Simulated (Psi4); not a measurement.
# AlSiNH6O (SMILES O[SiH2][NH][AlH2]) at 5 levels

Aim: a comparison of 5 runs (HF/3-21G, B3LYP/6-31G*, DSD-PBEP86/6-31G*, MP3/6-31G*) of AlSiNH6O. 

The results are computed with Psi4 1.11.

2 further runs of the same task are left out: 1 that didn't finish, 1 set aside as unsound or not needed.

## 1. The system as given

AlSiNH6O: 10 atoms, total charge 0, spin state singlet. SMILES: `O[SiH2][NH][AlH2]`. The N3–H8 distance was set to 1.317 Å, away from the relaxed value.

Bond lengths: O1–Si2 1.650 Å, Si2–N3 1.711 Å, N3–Al4 1.785 Å, O1–H5 0.958 Å, Si2–H6 1.486 Å, Si2–H7 1.491 Å, Al4–H9 1.580 Å, Al4–H10 1.583 Å. Some angles: O1–Si2–N3 109.6°, Si2–N3–Al4 128.8°, O1–Si2–H6 111.3°, O1–Si2–H7 107.7°, N3–Si2–H6 106.5°, N3–Si2–H7 112.1°, Si2–O1–H5 117.1°, N3–Al4–H9 118.3°, N3–Al4–H10 117.3°, H6–Si2–H7 109.7°. A long bond or contact: N3–H8 1.317 Å.

## 2. A single-point energy at HF/3-21G (run 1)

job.py

```python
import psi4

psi4.set_memory('2200 MB')
psi4.set_num_threads(1)
psi4.core.set_output_file('alh6nosi.out', False)

m = psi4.geometry("""
0 1
O     -1.957252    -0.470114    -0.905696
Si    -0.716452     0.597586    -0.700796
N      0.553448    -0.158614     0.160404
Al     1.093448     0.128886     1.837104
H     -2.539652    -0.324214    -1.652296
H     -1.140052     1.767486     0.111304
H     -0.282652     1.054986    -2.052396
H      1.159400    -1.127800    -0.493000
H      0.368548     1.254286     2.676004
H      2.285548    -0.760514     2.379504
symmetry c1
""")

psi4.set_options({
    'basis': '3-21G',
    'puream': True,
    'e_convergence': 1e-09,
    'd_convergence': 1e-08,
    'scf_type': 'pk',
})

result, w = psi4.energy('scf', return_wfn=True)
psi4.oeprop(w, 'LOWDIN_CHARGES', 'WIBERG_LOWDIN_INDICES', 'DIPOLE', title='SCF')
print(f'scf energy: {result:.10f} Eh')
```

Run with:

```console
$ python job.py
```

alh6nosi.out:

```text
[...]
  Running in c1 symmetry.
[...]
  Nuclear repulsion =  206.269179617026509
[...]
  Multiplicity = 1
[...]
  Nalpha       = 24
  Nbeta        = 24
[...]
    Number of basis functions: 56
[...]
   @RHF iter   1:  -659.96301261651047   -1.24027e+00   9.82875e-03 DIIS/ADIIS
[...]
   @RHF iter  11:  -660.10730507248218   -1.81899e-12   4.52537e-09 DIIS
[...]
    Orbital Energies [Eh]
    ---------------------
    Doubly Occupied:
       1A    -68.343055     2A    -58.054155     3A    -20.434464
       4A    -15.471444     5A     -6.141709     6A     -4.862642
       7A     -4.238643     8A     -4.238026     9A     -4.237845
      10A     -3.166894    11A     -3.166039    12A     -3.165152
      13A     -1.327199    14A     -1.065721    15A     -0.733053
      16A     -0.635676    17A     -0.588332    18A     -0.554528
      19A     -0.521485    20A     -0.492236    21A     -0.461545
      22A     -0.438333    23A     -0.419957    24A     -0.398171
[...]
  @RHF Final Energy:  -660.10730507248218
   => Energetics <=
    Nuclear Repulsion Energy =            206.2691796170265093
    One-Electron Energy =               -1326.4403622454660763
    Two-Electron Energy =                 460.0638775559572764
    Total Energy =                       -660.1073050724821769
[...]
 Multipole Moments:
 ------------------------------------------------------------------------------------
     Multipole            Electronic (a.u.)      Nuclear  (a.u.)        Total (a.u.)
 ------------------------------------------------------------------------------------
 L = 1.  Multiply by 2.5417464519 to convert [e a0] to [Debye]
 Dipole X            :          0.5055183           -0.4411407            0.0643776
 Dipole Y            :         -0.9029371            0.9994667            0.0965295
 Dipole Z            :          1.1088855           -1.7853665           -0.6764811
 Magnitude           :                                                    0.6863593
[...]
```

Standard output:

```text
scf energy: -660.1073050725 Eh
```

Wall time 2.4 s (1 thread of AMD EPYC 7R43 (Zen 3), shared host); peak memory 0.19 GiB.

## 3. Energy and gradient at B3LYP/6-31G(d) (spherical functions) (run 2)

alh6nosi.xyz

```xyz
10
AlH6NOSi
O     -1.957252    -0.470114    -0.905696
Si    -0.716452     0.597586    -0.700796
N      0.553448    -0.158614     0.160404
Al     1.093448     0.128886     1.837104
H     -2.539652    -0.324214    -1.652296
H     -1.140052     1.767486     0.111304
H     -0.282652     1.054986    -2.052396
H      1.159400    -1.127800    -0.493000
H      0.368548     1.254286     2.676004
H      2.285548    -0.760514     2.379504
```

job.py

```python
import psi4

psi4.set_memory(2200000000)
psi4.set_num_threads(1)
psi4.core.set_output_file('alh6nosi.out', False)

with open('alh6nosi.xyz') as f:
    atoms = ''.join(f.readlines()[2:])
molecule = psi4.geometry('0 1\n' + atoms + 'symmetry c1\nno_reorient\nno_com')

psi4.set_options({
    'basis': '6-31G*',
    'puream': True,
    'e_convergence': 1e-09,
    'd_convergence': 1e-08,
    'scf_type': 'pk',
    'dft_radial_points': 99,
    'dft_spherical_points': 590,
})

energy_value = psi4.gradient('b3lyp', molecule=molecule)
print('gradient / Eh bohr^-1')
print(energy_value.np.round(6))
for k, v in sorted(psi4.core.scalar_variables().items()):
    print(f'{k:45s} {v:18.10f}')
```

Run with:

```console
$ python job.py
```

alh6nosi.out:

```text
[...]
  Running in c1 symmetry.
[...]
  Nuclear repulsion =  206.269179617026509
[...]
  Multiplicity = 1
[...]
  Nalpha       = 24
  Nbeta        = 24
[...]
    Number of basis functions: 76
[...]
   @RKS iter   1:  -665.05288303079499   -3.13828e-01   1.37636e-02 ADIIS/DIIS
[...]
   @RKS iter  12:  -665.54780718676170   -7.95808e-13   2.63006e-09 DIIS
[...]
  @RKS Final Energy:  -665.54780718676170
   => Energetics <=
    Nuclear Repulsion Energy =            206.2691796170265093
    One-Electron Energy =               -1331.3154805683477662
    Two-Electron Energy =                 505.8046737286032339
    DFT Exchange-Correlation Energy =     -46.3061799640437499
    Empirical Dispersion Energy =           0.0000000000000000
    VV10 Nonlocal Energy =                  0.0000000000000000
    Total Energy =                       -665.5478071867617018
[...]
 Multipole Moments:
 ------------------------------------------------------------------------------------
     Multipole            Electronic (a.u.)      Nuclear  (a.u.)        Total (a.u.)
 ------------------------------------------------------------------------------------
 L = 1.  Multiply by 2.5417464519 to convert [e a0] to [Debye]
 Dipole X            :         14.6406875          -14.6420591           -0.0013716
 Dipole Y            :        -13.3638131           13.2937357           -0.0700774
 Dipole Z            :        -17.4794064           16.8517990           -0.6276074
 Magnitude           :                                                    0.6315091
[...]
  -Total Gradient:
     Atom            X                  Y                   Z
    ------   -----------------  -----------------  -----------------
       1        0.004013484782     0.008654019280    -0.004957002004
       2       -0.000610325749    -0.005476175417     0.008261736502
       3       -0.049945985732     0.073375973527     0.047542257014
       4       -0.004907556899     0.002722008632    -0.005165897810
       5        0.005369504236    -0.001245076360     0.006690608895
       6       -0.001647289710    -0.000345782385    -0.001020726491
       7       -0.000378441575    -0.001290408580     0.000557842907
       8        0.048288929887    -0.075915483554    -0.050897783485
       9        0.000546161595    -0.000716086622    -0.000169005125
      10       -0.000718465250     0.000235935190    -0.000853562193
[...]
```

Standard output:

```text
gradient / Eh bohr^-1
[[ 0.004013  0.008654 -0.004957]
 [-0.00061  -0.005476  0.008262]
 [-0.049946  0.073376  0.047542]
 [-0.004908  0.002722 -0.005166]
 [ 0.00537  -0.001245  0.006691]
 [-0.001647 -0.000346 -0.001021]
 [-0.000378 -0.00129   0.000558]
 [ 0.048289 -0.075915 -0.050898]
 [ 0.000546 -0.000716 -0.000169]
 [-0.000718  0.000236 -0.000854]]
CURRENT ENERGY                                   -665.5478071868
CURRENT REFERENCE ENERGY                         -665.5478071868
DD SOLVATION ENERGY                                 0.0000000000
DFT FUNCTIONAL TOTAL ENERGY                      -665.5478071868
DFT TOTAL ENERGY                                 -665.5478071868
DFT VV10 ENERGY                                     0.0000000000
DFT XC ENERGY                                     -46.3061799640
GRID ELECTRONS ALPHA                               24.0000006710
GRID ELECTRONS BETA                                24.0000006710
GRID ELECTRONS TOTAL                               48.0000013421
NUCLEAR REPULSION ENERGY                          206.2691796170
ONE-ELECTRON ENERGY                             -1331.3154805683
PCM POLARIZATION ENERGY                             0.0000000000
PE ENERGY                                           0.0000000000
SCF ITERATION ENERGY                             -665.5478071868
SCF ITERATIONS                                     12.0000000000
SCF TOTAL ENERGY                                 -665.5478071868
TWO-ELECTRON ENERGY                               505.8046737286
XC GRID RADIAL POINTS                              99.0000000000
XC GRID SPHERICAL POINTS                          590.0000000000
XC GRID TOTAL POINTS                           555398.0000000000
```

Run time: 23 s. Hardware: 1 thread of AMD EPYC 7R43 (Zen 3), shared host; peak memory 1.3 GiB.

Runs 3 to 4 aren't shown in full; the table further down has their settings and results.

## 4. A single-point energy at MP3/6-31G(d) (spherical functions) (run 5)

run.py

```python
import psi4

psi4.set_memory(2200000000)
psi4.set_num_threads(1)
psi4.set_output_file('run.log', False)

geom = psi4.geometry("""
0 1
O
Si 1 1.649713
N 2 1.710599 1 109.55935
Al 3 1.784819 2 128.78127 1 -108.97112
H 1 0.958065 2 117.09347 3 -154.70439
H 2 1.485803 1 111.28787 5 87.74533
H 2 1.491382 6 109.68107 3 -121.50782
H 3 1.3166 2 114.66012 6 -172.29271
H 4 1.579797 3 118.34447 8 -178.30511
H 4 1.58314 9 124.3184 3 179.37586
symmetry c1
""")

psi4.set_options({
    'basis': '6-31G*',
    'puream': True,
    'e_convergence': 1e-09,
    'd_convergence': 1e-08,
    'scf_type': 'pk',
    'num_frozen_docc': 12,
    'mp_type': 'conv',
})

e_tot, wfn = psi4.energy("mp3", return_wfn=True)
print(f'total energy {e_tot:.8f} hartree = {e_tot * 27.211386:.5f} eV')
for k, v in sorted(psi4.core.scalar_variables().items()):
    print(f'{k:45s} {v:18.10f}')
```

Run with:

```console
$ python run.py
```

run.log:

```text
[...]
  Running in c1 symmetry.
[...]
  Nuclear repulsion =  206.269179366413596
[...]
  Multiplicity = 1
[...]
  Nalpha       = 24
  Nbeta        = 24
[...]
    Number of basis functions: 76
[...]
   @RHF iter   1:  -663.47701686442554   -1.14489e+00   8.03534e-03 DIIS/ADIIS
[...]
   @RHF iter  12:  -663.66119107358577   -1.70530e-12   2.73007e-09 DIIS
[...]
    Orbital Energies [Eh]
    ---------------------
    Doubly Occupied:
       1A    -68.787237     2A    -58.455505     3A    -20.550166
       4A    -15.554280     5A     -6.140981     6A     -4.882990
       7A     -4.247818     8A     -4.247336     9A     -4.246968
      10A     -3.198081    11A     -3.195654    12A     -3.194848
      13A     -1.331654    14A     -1.068120    15A     -0.733764
      16A     -0.640803    17A     -0.585697    18A     -0.561739
      19A     -0.527295    20A     -0.504321    21A     -0.468815
      22A     -0.445008    23A     -0.424106    24A     -0.406870
[...]
  @RHF Final Energy:  -663.66119107358577
   => Energetics <=
    Nuclear Repulsion Energy =            206.2691793664135957
    One-Electron Energy =               -1331.0606285534745439
    Two-Electron Energy =                 461.1302581134752927
    Total Energy =                       -663.6611910735857691
[...]
 Multipole Moments:
 ------------------------------------------------------------------------------------
     Multipole            Electronic (a.u.)      Nuclear  (a.u.)        Total (a.u.)
 ------------------------------------------------------------------------------------
 L = 1.  Multiply by 2.5417464519 to convert [e a0] to [Debye]
 Dipole X            :         -0.5274303            1.0582304            0.5308001
 Dipole Y            :         -1.5638504            1.8034727            0.2396223
 Dipole Z            :         -0.1204143            0.0933143           -0.0271000
 Magnitude           :                                                    0.5830112
[...]
	SCS-MP2 Total Energy (a.u.)        :  -664.13683894332303
	SOS-MP2 Total Energy (a.u.)        :  -664.13498419169639
[...]
	SOS-PI-MP2 Total Energy (a.u.)     :  -664.17142981616644
[...]
	MP2 Total Energy (a.u.)            :  -664.14054844657596
[...]
	SCS-MP3 Total Energy (a.u.)        :  -664.14281453830745
[...]
	MP3 Total Energy (a.u.)            :  -664.16445082651342
[...]
```

Wall time 7.2 s (1 thread of AMD EPYC 7R43 (Zen 3), shared host); peak memory 0.4 GiB.

## 5. Overview of the runs

```tsv
run	level	task	properties	energy (Eh)	dipole moment (D)	HOMO energy (eV)	LUMO energy (eV)	wall time
1	HF/3-21G	energy	(lowdin, wiberg, dipole)	-660.107305	1.74	-10.83	1.99	2.4 s
2	B3LYP/6-31G* (spherical functions)	gradient	–	-665.547807	1.61	-7.45	-0.93	23 s
3	DSD-PBEP86/6-31G* (density fitting for correlation, spherical functions)	energy	–	-664.653236	–	-9.89	0.86	15 s
4	B3LYP/6-31G* (Cartesian functions)	energy	–	-665.553625	1.60	-7.46	-0.93	18 s
5	MP3/6-31G* (spherical functions)	energy	–	-664.164451	–	-11.07	1.88	7.2 s
```

## 6. What came out

| quantity | value |
| --- | --- |
| run 5: total energy | -664.16445 Eh |
| run 5: HOMO energy (Hartree–Fock orbitals) | -11.07 eV |
| run 5: LUMO energy (Hartree–Fock orbitals) | 1.88 eV |
| run 5: HOMO–LUMO gap (Hartree–Fock orbitals) | 12.95 eV |
| run 5: correlation energy (12 core orbitals frozen) | -503.3 mEh |

In words: Over runs 1, 2, 4 the dipole moment (its size) runs from 1.60 D (B3LYP/6-31G*) to 1.74 D (HF/3-21G). The two ends differ in method and basis. Over runs 1, 2, 3, 4 the HOMO–LUMO gap runs from 6.52 eV (B3LYP/6-31G*) to 12.82 eV (HF/3-21G). Totals of different functionals can't be ranked against each other. All runs together took 66 s, the longest 23 s.
